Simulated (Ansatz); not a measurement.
# CuP (rocksalt): a single-point run

The task is a single-point run on CuP (rocksalt). The structure is shown as the input types it.

Program: Ansatz 0.2.0. Level of theory: DFT r2SCAN, scalar-relativistic, plane waves, PAW. These are calculated values, not measurements.

1 further run of the same task is left out (it didn't finish). Runs told in other sessions of the task aren't counted.

### 1 The system as given

The structure is cubic, space group Fm-3m (No. 225). Conventional cell: a = 4.816 Å, b = 4.816 Å, c = 4.816 Å, α = 90.00°, β = 90.00°, γ = 90.00°. Cu (site symmetry m-3m) is surrounded by 6 P at 2.41 Å. Around P (site symmetry m-3m) lie 6 Cu at 2.41 Å.

As a file:

```xyz
2
Lattice="0.0000 2.4079 2.4079 2.4079 0.0000 2.4079 2.4079 2.4079 0.0000" Properties=species:S:1:pos:R:3 pbc="T T T"
Cu    2.4079    2.4079    2.4079
P     0.0000    0.0000    0.0000
```

### 2 Running it

Contents of input.yaml:

```yaml
crystal:
  lattice:
    - [0.0, 2.4078627738, 2.4078627738]
    - [2.4078627738, 0.0, 2.4078627738]
    - [2.4078627738, 2.4078627738, 0.0]
  atoms:
    - { symbol: Cu, position: [0.5, 0.5, 0.5] }
    - { symbol: P, position: [0.0, 0.0, 0.0] }
basis:
  ecutwfc: 500
  ecutrho_ratio: 4
kpoints:
  mp_grid: { grid: [1, 1, 1] }
hamiltonian:
  xc: r2scan
scf:
  occupations: { method: gaussian, width: 0.05 }
  max_iter: 75
output:
  forces: true
  stress: true
```

Started as:

```bash
ansatz run input.yaml --threads 2 --pin off --max-ram 2662MiB --backend cpu --events-out ev --progress --plain --runs-dir out
```

What happens when this is run?

This run ends as converged. It gives a pressure of 52 GPa, which is large; a structure far from rest gives such values too, whatever the setting.

The suspect setting: kpoints.mp_grid.grid is [1, 1, 1]. Band dispersion is ignored when only one k-point is used.

Run again and compare: set kpoints.mp_grid.grid to [12, 12, 12].
